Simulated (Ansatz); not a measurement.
# C2H8GeO2: the cost of one run

All numbers below are computed with Ansatz 0.2.0 (RKS PBE0-D4/def2-SVP).

### 1 The structure to begin with

Bond lengths: C1–O2 1.371 Å, O2–Ge3 1.769 Å, Ge3–C4 2.014 Å, C4–O5 1.403 Å, C1–H6 1.145 Å, C1–H7 1.078 Å, C1–H8 1.137 Å, Ge3–H9 1.524 Å, Ge3–H10 1.583 Å, C4–H11 1.162 Å, C4–H12 1.065 Å, O5–H13 1.051 Å. Angles (14 of 20 angles, heavy atoms first): C1–O2–Ge3 105.7°, O2–Ge3–C4 112.3°, Ge3–C4–O5 106.9°, O2–C1–H6 112.5°, O2–C1–H7 115.3°, O2–C1–H8 106.5°, O2–Ge3–H9 111.5°, O2–Ge3–H10 111.8°, C4–Ge3–H9 105.9°, C4–Ge3–H10 107.7°, Ge3–C4–H11 104.7°, Ge3–C4–H12 110.3°, O5–C4–H11 110.5°, O5–C4–H12 114.0°.

Coordinates:

```xyz
13

C    -1.8713   -0.2304    0.3154
O    -1.1443   -0.6858   -0.7535
Ge    0.4840   -0.9888   -0.1308
C     1.5671    0.7013    0.0309
O     1.5373    1.3270   -1.2250
H    -1.5158    0.7948    0.6817
H    -1.9773   -0.9273    1.1304
H    -2.9053    0.0264   -0.0821
H     1.2749   -1.9040   -1.0581
H     0.4506   -1.6777    1.2944
H     1.0004    1.3414    0.8180
H     2.5484    0.4791    0.3810
H     0.5718    1.7094   -1.3877
```

### 2 Relaxing end A

Input file input.yaml:

```yaml
crystal:
  periodic: [false, false, false]
  atoms:
    - { symbol: C, position_ang: [-1.8713, -0.2304, 0.3154] }
    - { symbol: O, position_ang: [-1.1443, -0.6858, -0.7535] }
    - { symbol: Ge, position_ang: [0.484, -0.9888, -0.1308] }
    - { symbol: C, position_ang: [1.5671, 0.7013, 0.0309] }
    - { symbol: O, position_ang: [1.5373, 1.327, -1.225] }
    - { symbol: H, position_ang: [-1.5158, 0.7948, 0.6817] }
    - { symbol: H, position_ang: [-1.9773, -0.9273, 1.1304] }
    - { symbol: H, position_ang: [-2.9053, 0.0264, -0.0821] }
    - { symbol: H, position_ang: [1.2749, -1.904, -1.0581] }
    - { symbol: H, position_ang: [0.4506, -1.6777, 1.2944] }
    - { symbol: H, position_ang: [1.0004, 1.3414, 0.818] }
    - { symbol: H, position_ang: [2.5484, 0.4791, 0.381] }
    - { symbol: H, position_ang: [0.5718, 1.7094, -1.3877] }
basis:
  gaussian: { orbitals: def2-SVP }
hamiltonian:
  xc: pbe0
  dispersion: d4
relax:
  f_tol: 0.015
  max_steps: 40
output:
  orbitals: {}
```

Run with:

```sh
ansatz run input.yaml --threads 2 --pin off --max-ram 3072MiB --backend cpu --events-out ev --progress --plain --runs-dir out
```

What time and memory should one allow on 2 threads of Arm Neoverse V2, shared host?

About 40 s, with a peak of 0.33 GiB.
